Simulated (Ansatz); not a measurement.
**C3H5BrSi: up Jacob's ladder to CCSD(T)**

An exercise on one series of results from a longer session: the logs are not shown, and one member is left open.

Computed with Ansatz 0.2.0, Gaussian basis. Level: functionals in def2-TZVPP, the program's frozen cores in correlated methods.

Levels to be run: PBE-D4, r2SCAN-D4, PBE0-D4, B3LYP-D4, ωB97X-V, ωB97M-V, B2PLYP; CCSD(T)/def2-TZVPP; MP2/def2-QZVPP; extrapolation to the limit.

## The relaxed structure

All runs share one geometry, relaxed beforehand with PBE0-D4 in a triple-zeta def2 set.

SMILES `[SiH3]C1=CC1Br`, 10 atoms, charge 0, spin multiplicity 1.

Atoms are counted from 1 here; the program's logs count them from 0.

Bond lengths: Si1–C2 1.844 Å, Si1–H6 1.483 Å, Si1–H7 1.483 Å, Si1–H8 1.484 Å, C2–C3 1.306 Å, C2–C4 1.484 Å, C3–C4 1.446 Å, C3–H9 1.077 Å, C4–Br5 1.966 Å, C4–H10 1.084 Å. Angles: C2–Si1–H6 108.3°, C2–Si1–H7 109.6°, C2–Si1–H8 108.5°, H6–Si1–H7 110.5°, H6–Si1–H8 109.7°, H7–Si1–H8 110.1°, Si1–C2–C3 152.9°, Si1–C2–C4 144.9°, C3–C2–C4 62.1°, C2–C3–C4 65.0°, C2–C3–H9 148.8°, C4–C3–H9 146.1°, C2–C4–C3 52.9°, C2–C4–Br5 119.6°, C2–C4–H10 123.8°, C3–C4–Br5 120.0°, C3–C4–H10 124.9°, Br5–C4–H10 107.2°.

The first run:

The input, in.yaml:

```yaml
crystal:
  periodic: [false, false, false]
  atoms:
    - {symbol: Si, position_ang: [-1.475371, -0.781259, -0.350359]}
    - {symbol: C, position_ang: [0.018019, 0.119748, 0.249385]}
    - {symbol: C, position_ang: [0.835336, 0.522196, 1.184763]}
    - {symbol: C, position_ang: [1.240980, 0.851059, -0.163435]}
    - {symbol: Br, position_ang: [2.718082, -0.130168, -1.013005]}
    - {symbol: H, position_ang: [-1.029768, -1.889789, -1.228193]}
    - {symbol: H, position_ang: [-2.237165, -1.309467, 0.807378]}
    - {symbol: H, position_ang: [-2.316398, 0.163680, -1.126448]}
    - {symbol: H, position_ang: [1.095876, 0.553535, 2.229768]}
    - {symbol: H, position_ang: [1.233512, 1.849265, -0.586855]}
basis:
  gaussian: {orbitals: def2-TZVPP}
hamiltonian: {xc: pbe, dispersion: d4}
output: {forces: true, orbitals: {seedname: orbitals}}
```

Command:

```bash
$ ansatz run in.yaml --threads 4 --pin off --events-out ev --progress --plain --max-ram 10444MiB
```

Steps of the session up to this table: PBE-D4 (GGA); r2SCAN-D4 (meta-GGA); PBE0-D4 (hybrid); B3LYP-D4 (hybrid); ωB97X-V (range-separated); ωB97M-V (range-separated); B2PLYP (double hybrid); CCSD(T) in def2-TZVPP; MP2 in def2-QZVPP.

One of the session's tables, all rows but one given; the rest of the session is left out.

It belongs to the step «Atomisation energies». 

| method | atomisation energy (kcal/mol) |
| --- | --- |
| PBE-D4 | 894.3 |
| r2SCAN-D4 | ? |
| PBE0-D4 | 878.9 |
| B3LYP-D4 | 869.3 |
| ωB97X-V | 873.5 |
| ωB97M-V | 871.5 |
| B2PLYP | 860.3 |
| HF/def2-TZVPP | 630.2 |
| MP2/def2-TZVPP | 865.0 |
| CCSD/def2-TZVPP | 830.2 |
| CCSD(T)/def2-TZVPP | 846.1 |
| MP2/CBS | 888.9 |
| CCSD(T)/CBS | 870.0 |

Estimate the missing values for r2SCAN-D4.

As computed: atomisation energy (kcal/mol): 876.2. In the column «atomisation energy (kcal/mol)» it lies between ωB97X-V (873.5) and PBE0-D4 (878.9).
